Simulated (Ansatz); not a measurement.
This script drives the Ansatz DFT code, driven from Python.

The script, `ta.py`:
```python
'''ASE drives the relaxation of Ta.'''

import warnings

import ansatz as az
from ase import Atoms
from ase.calculators.calculator import Calculator, all_changes
from ase.optimize import BFGSLineSearch
import numpy as np


class Ansatz(Calculator):
    implemented_properties = ['energy', 'free_energy', 'forces']

    def calculate(self, atoms=None, properties=('energy',), system_changes=all_changes):
        super().calculate(atoms, properties, system_changes)
        bare = self.atoms.copy()
        bare.set_constraint()
        bare.set_momenta(None)
        job = (
            az.Crystal.from_ase(bare).calculation()
            .kpoints(1, 1, 7)  # sampling of the Brillouin zone
            .functional('r2scan')
            .pseudopotentials('paw')
            .occupations('Fermi-Dirac')  # fractional filling near the Fermi level
            .forces()  # eV per angstrom
        )
        report = job.run(threads=1, pin='off').report
        self.results['free_energy'] = report['lagrangian_ev']
        self.results['energy'] = report.get('lagrangian_sigma0_ev', report['lagrangian_ev'])
        self.results['forces'] = np.array(report['forces_ev_ang'])

warnings.simplefilter('ignore')
atoms = Atoms(
    ['Ta', 'Ta', 'Ta', 'Ta'],
    cell=[(22.709111, 0.0, 0.0), (0.0, 22.709111, 0.0), (0.0, 0.0, 2.37728)],
    scaled_positions=[
        (0.318629, 0.818629, 0.0),
        (0.681371, 0.181371, 0.0),
        (0.181371, 0.318629, 0.0),
        (0.818629, 0.681371, 0.0),
    ],
    pbc=True,
)
atoms.rattle(0.07, seed=66)
atoms.calc = Ansatz()
before = atoms.get_potential_energy(), atoms.get_volume()
optimiser = BFGSLineSearch(atoms, logfile=None)


def tell():
    fmax = np.linalg.norm(atoms.get_forces(), axis=1).max()
    print(f'step {optimiser.nsteps:2d}  E = {atoms.get_potential_energy():.5f} eV  fmax = {fmax:.4f}  V = {atoms.get_volume():.3f} A^3')


optimiser.attach(tell)
met = optimiser.run(fmax=0.02, steps=20)
print('threshold met:', bool(met), ' energy gained:', round(before[0] - atoms.get_potential_energy(), 5), 'eV')
print('cell lengths and angles:', np.round(atoms.cell.cellpar(), 3))
print(np.round(atoms.get_scaled_positions(), 4))
```

It is started by `python ta.py`. How long does it take on 1 thread of Arm Neoverse V1 (shared host), and how much memory does it need?

It took about 3 min, with a peak of 2.5 GiB, for 1 run of the engine.

Output of `python ta.py`:
```text
step  0  E = -39755.34180 eV  fmax = 0.0000  V = 1225.972 A^3
threshold met: True  energy gained: 0.0 eV
cell lengths and angles: [22.709 22.709  2.377 90.    90.    90.   ]
[[0.323  0.8153 0.9819]
 [0.679  0.1824 0.0458]
 [0.1723 0.3228 0.0191]
 [0.8195 0.6905 0.0322]]
```

Reading the output:
- Total energies depend on the potentials; only differences at equal settings carry meaning. A total without «per atom» is that of the whole cell that was run.
- The run is spin-unpolarised.
- The cell holds layers, chains or clusters in vacuum, no bulk phase.
- For a metal this k-point mesh is coarse: on a finer one energies can move by several to tens of meV an atom and pressures by half a GPa or more, differences at one mesh by less.
- Spin-orbit coupling, which matters for elements this heavy, is left out.
- This isn't the structure that Ta takes at ambient conditions.
